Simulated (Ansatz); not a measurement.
# SiH3O4 radical: one species, many methods

An exercise on one series of results from a longer session: the logs are not shown, and one member is left open.

Computed with Ansatz 0.2.0, Gaussian basis. Level: functionals in def2-TZVPP, the program's frozen cores in correlated methods.

Levels to be run: PBE-D4, r2SCAN-D4, PBE0-D4, B3LYP-D4, ωB97X-V, ωB97M-V, B2PLYP; CCSD(T)/def2-TZVPP; MP2/def2-QZVPP; extrapolation to the limit.

## The relaxed structure

An earlier PBE0-D4 in a triple-zeta def2 set relaxation fixed the geometry.

SMILES `[O][Si](O)(O)O`, 8 atoms, charge 0, spin multiplicity 2.

Atoms are counted from 1 here; the program's logs count them from 0.

Bond lengths: O1–Si2 1.656 Å, Si2–O3 1.630 Å, Si2–O4 1.624 Å, Si2–O5 1.622 Å, O3–H6 0.959 Å, O4–H7 0.958 Å, O5–H8 0.959 Å. Angles: O1–Si2–O3 102.2°, O1–Si2–O4 116.5°, O1–Si2–O5 107.1°, O3–Si2–O4 108.2°, O3–Si2–O5 116.6°, O4–Si2–O5 106.6°, Si2–O3–H6 117.7°, Si2–O4–H7 118.3°, Si2–O5–H8 116.9°.

Set-up of the first run:

File in.yaml:

```yaml
crystal:
  periodic: [false, false, false]
  atoms:
    - {symbol: O, position_ang: [-1.315281, -0.672094, -1.145917]}
    - {symbol: Si, position_ang: [-0.105825, -0.107780, -0.165271]}
    - {symbol: O, position_ang: [-0.896827, 0.167107, 1.233719]}
    - {symbol: O, position_ang: [0.612470, 1.275072, -0.623381]}
    - {symbol: O, position_ang: [1.050900, -1.243942, -0.134695]}
    - {symbol: H, position_ang: [-1.396598, -0.558460, 1.612558]}
    - {symbol: H, position_ang: [0.091671, 2.079144, -0.620729]}
    - {symbol: H, position_ang: [1.959480, -0.939036, -0.156285]}
basis:
  gaussian: {orbitals: def2-TZVPP}
magnetization: {spin_polarized: true, initial_magnetization: 1}
hamiltonian: {xc: pbe, dispersion: d4}
output: {forces: true, orbitals: {seedname: orbitals}}
```

Command:

```sh
> ansatz run in.yaml --threads 2 --pin off --events-out ev --progress --plain --max-ram 32768MiB --backend cpu
```

Steps of the session up to this table: PBE-D4 (GGA); r2SCAN-D4 (meta-GGA); PBE0-D4 (hybrid); B3LYP-D4 (hybrid); ωB97X-V (range-separated); ωB97M-V (range-separated); B2PLYP (double hybrid); CCSD(T) in def2-TZVPP; MP2 in def2-QZVPP.

One of the session's tables, all rows but one given; the rest of the session is left out.

```
            method  atomisation energy (kJ/mol)
            PBE-D4                       3284.5
         r2SCAN-D4                       3244.8
           PBE0-D4                       3176.6
          B3LYP-D4                       3202.6
           ωB97X-V                       3226.7
           ωB97M-V                       3236.3
            B2PLYP                       3183.8
     HF/def2-TZVPP                       2219.3
    MP2/def2-TZVPP                       3241.5
   CCSD/def2-TZVPP                       3074.4
CCSD(T)/def2-TZVPP                       3129.8
           MP2/CBS                       3356.7
       CCSD(T)/CBS                            ?
```

Estimate the missing values for CCSD(T)/CBS.

The run gave: atomisation energy (kJ/mol): 3245.1. In the column «atomisation energy (kJ/mol)» it lies between r2SCAN-D4 (3244.8) and PBE-D4 (3284.5).

Limits of these values: Free atoms (4 O, 1 Si, 3 H) were run apart at each level; the atomisation energy is their sum less the molecule, without zero-point or spin-orbit terms.
